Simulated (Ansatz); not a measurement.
**C₂H₈OSSi: a ladder of functionals and wavefunction methods**

An exercise on one series of results from a longer session: the logs are not shown, and one member is left open.

Method: functionals in def2-TZVPP, the program's frozen cores in correlated methods; program: Ansatz 0.2.0, Gaussian basis.

The runs, in order: LDA (SPW92), PBE-D4, revPBE-D4, BLYP-D4, r2SCAN-D4, B97M-V, PBE0-D4, B3LYP-D4, r2SCANh-D4, r2SCAN0-D4, HSE06-D4, BHLYP-D4, CAM-B3LYP-D4, LC-ωPBE, ωB97X-V, ωB97M-V, B2PLYP, PBE-QIDH; CCSD(T)/def2-SVP; CCSD(T)/def2-TZVPP; MP2/def2-QZVPP; extrapolation to the limit; RPA on PBE.

### The geometry

All runs share one geometry, relaxed beforehand with PBE0-D4 in a triple-zeta def2 set.

SMILES `CO[SiH](C)S`, 13 atoms, charge 0, spin multiplicity 1.

Atoms are counted from 1 here; the program's logs count them from 0.

Bond lengths: C1–O2 1.408 Å, C1–H6 1.097 Å, C1–H7 1.096 Å, C1–H8 1.091 Å, O2–Si3 1.643 Å, Si3–C4 1.858 Å, Si3–S5 2.128 Å, Si3–H9 1.490 Å, C4–H10 1.093 Å, C4–H11 1.093 Å, C4–H12 1.092 Å, S5–H13 1.343 Å. Angles: O2–C1–H6 111.8°, O2–C1–H7 111.3°, O2–C1–H8 108.3°, H6–C1–H7 108.5°, H6–C1–H8 108.4°, H7–C1–H8 108.4°, C1–O2–Si3 122.7°, O2–Si3–C4 112.9°, O2–Si3–S5 108.4°, O2–Si3–H9 107.4°, C4–Si3–S5 106.7°, C4–Si3–H9 110.7°, S5–Si3–H9 110.8°, Si3–C4–H10 110.8°, Si3–C4–H11 110.4°, Si3–C4–H12 110.9°, H10–C4–H11 108.0°, H10–C4–H12 108.5° and more.

Set-up of the first run:

in.yaml reads:

```yaml
crystal:
  periodic: [false, false, false]
  atoms:
    - {symbol: C, position_ang: [-1.461984, 0.829380, 1.167295]}
    - {symbol: O, position_ang: [-0.105983, 0.873280, 0.789252]}
    - {symbol: Si, position_ang: [0.461906, 0.143212, -0.568803]}
    - {symbol: C, position_ang: [0.659464, -1.693955, -0.372732]}
    - {symbol: S, position_ang: [2.395124, 0.925025, -0.992003]}
    - {symbol: H, position_ang: [-2.128525, 1.009683, 0.314864]}
    - {symbol: H, position_ang: [-1.720663, -0.138145, 1.612186]}
    - {symbol: H, position_ang: [-1.636296, 1.607801, 1.912267]}
    - {symbol: H, position_ang: [-0.489313, 0.456020, -1.672790]}
    - {symbol: H, position_ang: [1.006337, -2.147863, -1.304048]}
    - {symbol: H, position_ang: [-0.295984, -2.154644, -0.107911]}
    - {symbol: H, position_ang: [1.379747, -1.925717, 0.415245]}
    - {symbol: H, position_ang: [1.956571, 2.181221, -1.178020]}
basis:
  gaussian: {orbitals: def2-TZVPP}
hamiltonian: {xc: lda}
output: {orbitals: {seedname: orbitals}}
```

Run with:

```console
ansatz run in.yaml --threads 4 --pin off --events-out ev --progress --plain --max-ram 10444MiB
```

Among the steps run: LDA; PBE-D4 (GGA); revPBE-D4 (GGA); BLYP-D4 (GGA); r2SCAN-D4 (meta-GGA); B97M-V (meta-GGA); PBE0-D4 (hybrid); B3LYP-D4 (hybrid); r2SCANh-D4 (hybrid); r2SCAN0-D4 (hybrid); HSE06-D4 (hybrid); BHLYP-D4 (hybrid); CAM-B3LYP-D4 (range-separated); LC-ωPBE (range-separated); ωB97X-V (range-separated); ωB97M-V (range-separated); B2PLYP (double hybrid); PBE-QIDH (double hybrid).

One table of the session follows, with a row left open; its other results are not shown here.

It belongs to the step «Orbital energies across the functionals». 

```
  functional  HOMO (eV)  LUMO (eV)  gap (eV)
 LDA (SPW92)      -6.29      -0.55      5.74
      PBE-D4      -6.18      -0.39      5.79
   revPBE-D4      -6.13      -0.31      5.82
     BLYP-D4      -6.00      -0.33      5.68
   r2SCAN-D4      -6.46       0.01      6.47
      B97M-V      -6.57      -0.23      6.34
     PBE0-D4          ?          ?         ?
    B3LYP-D4      -7.15       0.24      7.39
  r2SCANh-D4      -6.91       0.34      7.25
  r2SCAN0-D4      -7.60       0.81      8.41
    HSE06-D4      -7.01       0.16      7.17
    BHLYP-D4      -8.49       1.35      9.84
CAM-B3LYP-D4      -8.73       1.49     10.22
     LC-ωPBE     -10.16       2.77     12.93
     ωB97X-V      -9.80       2.56     12.36
     ωB97M-V      -9.63       2.25     11.88
```

**Question.** Estimate the row for PBE0-D4.

The run gave: HOMO (eV): -7.41; LUMO (eV): 0.53; gap (eV): 7.95. In the column «HOMO (eV)» it lies between r2SCAN0-D4 (-7.60) and B3LYP-D4 (-7.15).
